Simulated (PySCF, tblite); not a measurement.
# C₂H₇FOSi₂: a rotation path, then NMR shifts on frames

Aim: move C₂H₇FOSi₂ (`C=C[SiH2]O[SiH2]F`) away from its starting geometry and see how NMR shifts follow the geometry.

The runs use tblite 0.8.0 and PySCF 2.14.0, with density-fitted response routines of our own; the level of theory stands in each step. All values are computed, except where a source is named. Atoms count from 0, in the outputs and in this text.

### Step 1. Starting geometry

13 atoms, charge 0, multiplicity 1; geometry from: GFN2-xTB.

Bonds of the start (Å): C0–C1 1.32, C1–Si2 1.88, Si2–O3 1.63, O3–Si4 1.60, Si4–F5 1.61, C0–H6 1.08, C0–H7 1.08, C1–H8 1.09, Si2–H9 1.46, Si2–H10 1.46, Si4–H11 1.45, Si4–H12 1.45.

### Step 2. The rotation path with GFN2-xTB

Job settings and geometry (Å):

```
{"job": {"kind": "neb", "xc": "GFN2-xTB", "basis": "xTB", "atoms": [1, 2, 3, 4], "turn": 120}, "charge": 0, "multiplicity": 1}
C      2.729811     0.015326    -0.223839
C      1.425113     0.240468    -0.254635
Si     0.189474    -0.422276     1.000707
O     -1.305553    -0.349140     0.351610
Si    -2.564241     0.131308    -0.515375
F     -2.205473     1.560981    -1.155473
H      3.410176     0.419299    -0.958387
H      3.179796    -0.591603     0.545953
H      1.029737     0.858339    -1.054283
H      0.143895     0.399414     2.212558
H      0.373168    -1.845506     1.285467
H     -3.677597     0.356040     0.384561
H     -2.732694    -0.772164    -1.636591
```

Level: GFN2-xTB climbing-image nudged elastic band, gas phase.

Command:

```console
OMP_NUM_THREADS=1 python probes_run.py task.json out
```

The driver reads the jobs from task.json and runs them one after another.

Output:

```text
image   E - E0 / eV
  0      -0.0000
  1       0.0006
  2       0.0008
  3       0.0014
  4       0.0023
  5       0.0033
  6       0.0042
  7       0.0047
  8       0.0030
```

It took 8.4 s on 1 thread of Intel Xeon at 2.50GHz, shared host; peak memory 0.19 GiB.

The final band, with the dihedral C1–Si2–O3–Si4:

| image | dihedral (°) | energy (eV) | energy (kcal/mol) |
| --- | --- | --- | --- |
| 0 | -32 | 0.000 | 0.0 |
| 1 | -28 | 0.001 | 0.0 |
| 2 | -19 | 0.001 | 0.0 |
| 3 | -9 | 0.001 | 0.0 |
| 4 | 1 | 0.002 | 0.1 |
| 5 | 11 | 0.003 | 0.1 |
| 6 | 22 | 0.004 | 0.1 |
| 7 | 37 | 0.005 | 0.1 |
| 8 | 36 | 0.003 | 0.1 |

### Step 3. Shielding tensors: image 0, PBE0/pcSseg-1

Job settings and geometry (Å):

```
{"job": {"kind": "nmr", "xc": "PBE0", "basis": "pcSseg-1", "pop": false}, "charge": 0, "multiplicity": 1}
C      2.729800     0.015300    -0.223800
C      1.425100     0.240500    -0.254600
Si     0.189500    -0.422300     1.000700
O     -1.305600    -0.349100     0.351600
Si    -2.564200     0.131300    -0.515400
F     -2.205500     1.561000    -1.155500
H      3.410200     0.419300    -0.958400
H      3.179800    -0.591600     0.546000
H      1.029700     0.858300    -1.054300
H      0.143900     0.399400     2.212600
H      0.373200    -1.845500     1.285500
H     -3.677600     0.356000     0.384600
H     -2.732700    -0.772200    -1.636600
```

With the program's defaults for keys left out, this is: GIAO PBE0/pcSseg-1 NMR shielding, non-relativistic, gas phase.

Output:

```text
coarse grid: 11936 points
cycle   1  E = -833.8304426900  dE =  5.466e-01  |g| = 9.059e-01  |ddm| = 3.284e+00
cycle   2  E = -833.6489927218  dE =  1.814e-01  |g| = 1.365e+00  |ddm| = 1.575e+00
cycle   3  E = -833.9697431462  dE = -3.208e-01  |g| = 1.043e-01  |ddm| = 1.052e+00
cycle   4  E = -833.9716336278  dE = -1.890e-03  |g| = 4.919e-02  |ddm| = 1.185e-01
cycle   5  E = -833.9720743073  dE = -4.407e-04  |g| = 1.238e-02  |ddm| = 3.625e-02
cycle   6  E = -833.9720974301  dE = -2.312e-05  |g| = 2.598e-03  |ddm| = 9.078e-03
cycle   7  E = -833.9720988760  dE = -1.446e-06  |g| = 6.283e-04  |ddm| = 2.706e-03
final grid: 106688 points
cycle   8  E = -834.0223344780  dE = -1.447e-05  |g| = 8.499e-03  |ddm| = 1.498e-02
cycle   9  E = -834.0223193023  dE =  1.518e-05  |g| = 1.243e-02  |ddm| = 1.419e-02
cycle  10  E = -834.0223485322  dE = -2.923e-05  |g| = 1.090e-03  |ddm| = 8.665e-03
cycle  11  E = -834.0223487799  dE = -2.477e-07  |g| = 1.464e-04  |ddm| = 8.518e-04
cycle  12  E = -834.0223487846  dE = -4.675e-09  |g| = 4.543e-05  |ddm| = 1.680e-04
cycle  13  E = -834.0223487849  dE = -3.076e-10  |g| = 2.337e-05  |ddm| = 5.238e-05
converged SCF energy = -834.0223487849

GIAO shielding tensors (ppm)
atom      isotropic    diamagn.    paramagn.     s11        s22        s33       span
  0 C       44.391     253.198    -208.807    -84.685     46.032    171.825    256.510
  1 C       42.268     263.012    -220.744    -74.192     40.419    160.578    234.770
  2 Si     381.331     880.572    -499.242    345.408    364.565    434.018     88.610
  3 O      278.117     398.204    -120.086    237.976    244.673    351.702    113.726
  4 Si     382.235     879.545    -497.311    370.713    381.529    394.462     23.750
  5 F      335.268     471.991    -136.722    251.985    352.674    401.145    149.160
  6 H       25.171      29.212      -4.041     21.788     24.842     28.882      7.095
  7 H       25.668      30.453      -4.785     21.967     25.314     29.725      7.758
  8 H       25.045      34.090      -9.045     21.915     24.496     28.724      6.808
  9 H       26.187      29.623      -3.436     22.630     25.271     30.661      8.032
 10 H       26.338      29.798      -3.460     22.736     25.343     30.935      8.199
 11 H       26.752      28.204      -1.452     23.150     24.484     32.623      9.474
 12 H       26.741      29.506      -2.765     23.350     24.493     32.381      9.031
```

Run time: 27 s. Hardware: 1 thread of Intel Xeon at 2.50GHz, shared host; peak memory 0.72 GiB.

The references, computed at this level on geometries of the same kind, shield at (ppm): ¹H TMS 31.72, ¹³C TMS 186.9, ²⁹Si TMS 349.2, ¹⁹F CFCl3 170.9, ¹⁷O H2O 336.1. Their shielding less the atom's gives the shift. The references are single molecules in the gas phase, so shifts against H2O, NH3, PH3, H3PO4 or CFCl3 are not on the usual liquid scales and can be off by tens of ppm. Each atom is listed at this fixed geometry, with no averaging over motion; a spectrum would average atoms that exchange fast.

| atoms | environment | σ (ppm) | δ (ppm) |
| --- | --- | --- | --- |
| C1 | alkene CH | 42.3 | 144.7 |
| C0 | terminal =CH2 carbon | 44.4 | 142.5 |
| H8 | hydrogen on an alkene CH | 25.04 | 6.67 |
| H6 | hydrogen on a terminal =CH2 carbon | 25.17 | 6.55 |
| H7 | hydrogen on a terminal =CH2 carbon | 25.67 | 6.05 |
| H9 | hydrogen on a silicon bonded to C, O | 26.19 | 5.53 |
| H10 | hydrogen on a silicon bonded to C, O | 26.34 | 5.38 |
| H12 | hydrogen on a silicon bonded to F, O | 26.74 | 4.98 |
| H11 | hydrogen on a silicon bonded to F, O | 26.75 | 4.96 |
| Si2 | silicon bonded to C, O, 2 H | 381.3 | -32.2 |
| Si4 | silicon bonded to F, O, 2 H | 382.2 | -33.1 |
| O3 | oxygen bonded to 2 Si | 278.1 | 58.0 |
| F5 | fluorine bonded to Si | 335.3 | -164.3 |

### Step 4. Nuclear shieldings: image 3, PBE0/pcSseg-1

Job settings and geometry (Å):

```
{"job": {"kind": "nmr", "xc": "PBE0", "basis": "pcSseg-1", "pop": false}, "charge": 0, "multiplicity": 1}
C      2.706000     0.084200    -0.216400
C      1.400900     0.307600    -0.198100
Si     0.188700    -0.495100     0.996800
O     -1.318800    -0.326800     0.396000
Si    -2.549400     0.137200    -0.518600
F     -2.010500     1.281300    -1.510800
H      3.376100     0.578900    -0.903600
H      3.168500    -0.607800     0.469500
H      0.991700     1.015700    -0.911300
H      0.148000     0.175000     2.299600
H      0.385900    -1.940800     1.104400
H     -3.539100     0.762200     0.336900
H     -2.952500    -0.971000    -1.362200
```

Method: GIAO PBE0/pcSseg-1 NMR shielding, non-relativistic, gas phase.

Output:

```text
coarse grid: 11936 points
cycle   1  E = -833.8309165006  dE =  5.467e-01  |g| = 9.060e-01  |ddm| = 3.285e+00
cycle   2  E = -833.6478672184  dE =  1.830e-01  |g| = 1.368e+00  |ddm| = 1.588e+00
cycle   3  E = -833.9703172528  dE = -3.225e-01  |g| = 1.045e-01  |ddm| = 1.062e+00
cycle   4  E = -833.9722101559  dE = -1.893e-03  |g| = 4.938e-02  |ddm| = 1.191e-01
cycle   5  E = -833.9726561928  dE = -4.460e-04  |g| = 1.248e-02  |ddm| = 3.682e-02
cycle   6  E = -833.9726797756  dE = -2.358e-05  |g| = 2.629e-03  |ddm| = 9.313e-03
cycle   7  E = -833.9726812588  dE = -1.483e-06  |g| = 6.528e-04  |ddm| = 2.739e-03
final grid: 106688 points
cycle   8  E = -834.0226709667  dE = -1.464e-05  |g| = 8.534e-03  |ddm| = 1.420e-02
cycle   9  E = -834.0226556126  dE =  1.535e-05  |g| = 1.250e-02  |ddm| = 1.427e-02
cycle  10  E = -834.0226851275  dE = -2.951e-05  |g| = 1.091e-03  |ddm| = 8.715e-03
cycle  11  E = -834.0226853764  dE = -2.488e-07  |g| = 1.449e-04  |ddm| = 8.586e-04
cycle  12  E = -834.0226853810  dE = -4.659e-09  |g| = 4.369e-05  |ddm| = 1.664e-04
cycle  13  E = -834.0226853813  dE = -2.826e-10  |g| = 2.432e-05  |ddm| = 5.307e-05
converged SCF energy = -834.0226853813

GIAO shielding tensors (ppm)
atom      isotropic    diamagn.    paramagn.     s11        s22        s33       span
  0 C       44.317     253.308    -208.991    -84.707     45.919    171.739    256.446
  1 C       42.258     262.957    -220.699    -73.897     39.701    160.970    234.867
  2 Si     381.170     880.568    -499.398    346.105    364.004    433.402     87.297
  3 O      277.873     398.514    -120.642    232.923    237.537    363.157    130.234
  4 Si     382.305     879.673    -497.368    369.800    382.174    394.942     25.142
  5 F      337.921     472.629    -134.708    252.129    354.403    407.232    155.103
  6 H       25.172      29.276      -4.104     21.806     24.843     28.866      7.059
  7 H       25.689      30.508      -4.819     21.982     25.339     29.746      7.764
  8 H       24.989      34.055      -9.067     21.955     24.207     28.804      6.849
  9 H       26.195      29.486      -3.291     22.610     25.222     30.753      8.142
 10 H       26.306      29.880      -3.574     22.763     25.285     30.871      8.108
 11 H       26.725      28.438      -1.713     23.190     24.407     32.578      9.388
 12 H       26.725      29.153      -2.428     23.294     24.416     32.465      9.171
```

It took 26 s on 1 thread of Intel Xeon at 2.50GHz, shared host; peak memory 0.8 GiB.

This run: δ C1 144.7, C0 142.6, Si2 -32.0, Si4 -33.1, H8 6.73, H6 6.55 ppm.

### Step 5. Nuclear shieldings: image 7, PBE0/pcSseg-1

Job settings and geometry (Å):

```
{"job": {"kind": "nmr", "xc": "PBE0", "basis": "pcSseg-1", "pop": false}, "charge": 0, "multiplicity": 1}
C      2.707600     0.216800    -0.145600
C      1.401600     0.428000    -0.088500
Si     0.192000    -0.611000     0.910800
O     -1.322300    -0.240300     0.429900
Si    -2.559700     0.148800    -0.511300
F     -1.984700     0.494200    -1.971700
H      3.378100     0.844900    -0.712700
H      3.170300    -0.599800     0.385500
H      0.993200     1.266000    -0.643800
H      0.180800    -0.272200     2.336000
H      0.377900    -2.042500     0.669700
H     -3.128400     1.382500    -0.004200
H     -3.410800    -1.014800    -0.671700
```

Level: GIAO PBE0/pcSseg-1 NMR shielding, non-relativistic, gas phase.

Output:

```text
coarse grid: 11936 points
cycle   1  E = -833.8301316577  dE =  5.468e-01  |g| = 9.067e-01  |ddm| = 3.282e+00
cycle   2  E = -833.6474922028  dE =  1.826e-01  |g| = 1.368e+00  |ddm| = 1.585e+00
cycle   3  E = -833.9698439682  dE = -3.224e-01  |g| = 1.039e-01  |ddm| = 1.060e+00
cycle   4  E = -833.9717116348  dE = -1.868e-03  |g| = 4.947e-02  |ddm| = 1.192e-01
cycle   5  E = -833.9721593437  dE = -4.477e-04  |g| = 1.246e-02  |ddm| = 3.669e-02
cycle   6  E = -833.9721829069  dE = -2.356e-05  |g| = 2.622e-03  |ddm| = 9.113e-03
cycle   7  E = -833.9721843877  dE = -1.481e-06  |g| = 6.703e-04  |ddm| = 2.761e-03
final grid: 106688 points
cycle   8  E = -834.0220849959  dE = -1.471e-05  |g| = 8.383e-03  |ddm| = 1.421e-02
cycle   9  E = -834.0220701801  dE =  1.482e-05  |g| = 1.228e-02  |ddm| = 1.394e-02
cycle  10  E = -834.0220985713  dE = -2.839e-05  |g| = 1.064e-03  |ddm| = 8.589e-03
cycle  11  E = -834.0220988070  dE = -2.357e-07  |g| = 1.484e-04  |ddm| = 8.416e-04
cycle  12  E = -834.0220988118  dE = -4.863e-09  |g| = 4.236e-05  |ddm| = 1.642e-04
cycle  13  E = -834.0220988121  dE = -2.510e-10  |g| = 2.389e-05  |ddm| = 5.063e-05
converged SCF energy = -834.0220988121

GIAO shielding tensors (ppm)
atom      isotropic    diamagn.    paramagn.     s11        s22        s33       span
  0 C       44.305     253.364    -209.059    -85.086     45.834    172.168    257.254
  1 C       42.048     262.724    -220.676    -74.349     40.920    159.573    233.922
  2 Si     381.801     880.575    -498.774    346.655    363.898    434.849     88.193
  3 O      277.054     398.455    -121.402    233.595    241.111    356.455    122.860
  4 Si     382.249     879.647    -497.398    370.886    381.161    394.699     23.813
  5 F      334.103     472.551    -138.448    250.617    352.802    398.892    148.274
  6 H       25.164      29.235      -4.071     21.772     24.846     28.874      7.102
  7 H       25.682      30.578      -4.896     21.951     25.346     29.750      7.799
  8 H       25.052      33.941      -8.890     21.840     24.718     28.598      6.758
  9 H       26.271      29.348      -3.077     22.622     25.306     30.884      8.262
 10 H       26.255      30.110      -3.855     22.790     25.260     30.714      7.923
 11 H       26.732      29.095      -2.362     23.290     24.450     32.457      9.167
 12 H       26.720      28.446      -1.727     23.168     24.431     32.560      9.392
```

It took 32 s on 1 thread of Intel Xeon at 2.50GHz, shared host; peak memory 0.8 GiB.

In short: δ C1 144.9, C0 142.6, Si2 -32.6, Si4 -33.1, H8 6.67, H6 6.55 ppm.

### Step 6. Shielding tensors: image 8, PBE0/pcSseg-1

Job settings and geometry (Å):

```
{"job": {"kind": "nmr", "xc": "PBE0", "basis": "pcSseg-1", "pop": false}, "charge": 0, "multiplicity": 1}
C      2.701300     0.431500     0.053700
C      1.387900     0.405100    -0.113900
Si     0.216700    -0.806800     0.725200
O     -1.312500    -0.354500     0.379800
Si    -2.544200     0.220100    -0.469700
F     -2.347300    -0.232800    -1.998200
H      3.339200     1.143300    -0.448300
H      3.201300    -0.265600     0.707400
H      0.944200     1.132300    -0.786200
H      0.268800    -0.729400     2.185500
H      0.375700    -2.171200     0.220100
H     -2.496500     1.670400    -0.484800
H     -3.738900    -0.441900     0.011500
```

Level: GIAO PBE0/pcSseg-1 NMR shielding, non-relativistic, gas phase.

Output:

```text
coarse grid: 11936 points
cycle   1  E = -833.8291287799  dE =  5.488e-01  |g| = 9.067e-01  |ddm| = 3.283e+00
cycle   2  E = -833.6477719598  dE =  1.814e-01  |g| = 1.366e+00  |ddm| = 1.596e+00
cycle   3  E = -833.9689173944  dE = -3.211e-01  |g| = 1.045e-01  |ddm| = 1.068e+00
cycle   4  E = -833.9708207256  dE = -1.903e-03  |g| = 4.885e-02  |ddm| = 1.191e-01
cycle   5  E = -833.9712543323  dE = -4.336e-04  |g| = 1.240e-02  |ddm| = 3.628e-02
cycle   6  E = -833.9712772644  dE = -2.293e-05  |g| = 2.528e-03  |ddm| = 9.031e-03
cycle   7  E = -833.9712786078  dE = -1.343e-06  |g| = 5.437e-04  |ddm| = 2.604e-03
final grid: 106688 points
cycle   8  E = -834.0213461218  dE = -1.415e-05  |g| = 8.417e-03  |ddm| = 1.405e-02
cycle   9  E = -834.0213314091  dE =  1.471e-05  |g| = 1.228e-02  |ddm| = 1.419e-02
cycle  10  E = -834.0213599339  dE = -2.852e-05  |g| = 1.093e-03  |ddm| = 8.688e-03
cycle  11  E = -834.0213601820  dE = -2.481e-07  |g| = 1.441e-04  |ddm| = 8.672e-04
cycle  12  E = -834.0213601865  dE = -4.524e-09  |g| = 4.159e-05  |ddm| = 1.597e-04
cycle  13  E = -834.0213601868  dE = -2.317e-10  |g| = 2.214e-05  |ddm| = 4.824e-05
converged SCF energy = -834.0213601868

GIAO shielding tensors (ppm)
atom      isotropic    diamagn.    paramagn.     s11        s22        s33       span
  0 C       43.995     253.171    -209.175    -85.746     45.324    172.408    258.154
  1 C       42.886     262.952    -220.066    -74.066     43.089    159.635    233.701
  2 Si     382.291     880.530    -498.239    348.528    361.035    437.309     88.781
  3 O      278.068     398.120    -120.052    239.738    260.820    333.645     93.907
  4 Si     382.262     879.261    -496.998    371.013    382.593    393.181     22.168
  5 F      335.540     470.723    -135.183    252.956    353.347    400.317    147.361
  6 H       25.141      29.246      -4.105     21.716     24.826     28.881      7.165
  7 H       25.680      30.380      -4.700     21.949     25.329     29.762      7.813
  8 H       25.132      34.309      -9.177     21.884     24.812     28.700      6.816
  9 H       26.318      29.586      -3.268     22.675     25.350     30.930      8.255
 10 H       26.210      29.784      -3.574     22.634     25.340     30.656      8.021
 11 H       26.696      30.081      -3.385     23.373     24.560     32.155      8.782
 12 H       26.785      28.027      -1.242     23.123     24.537     32.696      9.573
```

It took 38 s on 1 thread of Intel Xeon at 2.50GHz, shared host; peak memory 0.74 GiB.

Key values: δ C1 144.0, C0 142.9, Si4 -33.1, Si2 -33.1, H8 6.58, H6 6.58 ppm.

### Step 7. Side by side: NMR shifts

Shifts (ppm) of some atoms, chosen among heavy atoms and hydrogens apart, with basis size and wall time:

| frame | C1 | C0 | H8 | H9 | Si2 | O3 | F5 | functions | time |
| --- | --- | --- | --- | --- | --- | --- | --- | --- | --- |
| image 0 | 144.7 | 142.5 | 6.67 | 5.53 | -32.2 | 58.0 | -164.3 | 151 | 27 s |
| image 3 | 144.7 | 142.6 | 6.73 | 5.52 | -32.0 | 58.2 | -167.0 | 151 | 26 s |
| image 7 | 144.9 | 142.6 | 6.67 | 5.45 | -32.6 | 59.0 | -163.2 | 151 | 32 s |
| image 8 | 144.0 | 142.9 | 6.58 | 5.40 | -33.1 | 58.0 | -164.6 | 151 | 38 s |

### Step 8. Outcome

| quantity | value |
| --- | --- |
| barrier | 0.005 eV (0.1 kcal/mol) at image 7 |
| end to end (GFN2-xTB) | 0.003 eV |
| ¹³C shifts against TMS (PBE0/pcSseg-1, image 0) | 144.7, 142.5 ppm |
| ¹H shifts against TMS (PBE0/pcSseg-1, image 0) | 6.67, 6.55, 6.05, 5.53, 5.38, 4.98, 4.96 ppm |
| ²⁹Si shifts against TMS (PBE0/pcSseg-1, image 0) | -32.2, -33.1 ppm |
| ¹⁷O shifts against H2O (PBE0/pcSseg-1, image 0) | 58.0 ppm |
| ¹⁹F shifts against CFCl3 (PBE0/pcSseg-1, image 0) | -164.3 ppm |
| range of the shift of F5 | -167.0 to -163.2 ppm |

Along the band the dihedral turns by 68°, and the top (dihedral 37°) lies 0.1 kcal/mol above the start (GFN2-xTB, rough), so at room temperature this motion is fast. The top was not checked by a frequency run. Shifts at one fixed geometry are not the observed spectrum, which averages over the motion. In the first frame run (image 0): The widest tensor belongs to C0: span 257 ppm, with a paramagnetic part of -209 ppm. Across the 4 runs the shift of F5 moves most, between -167.0 (image 3) and -163.2 ppm (image 7). At PBE0/pcSseg-1 the highest of the frames run is image 8, not the band's top, so the GFN2-xTB barrier is not borne out there and is unsure.
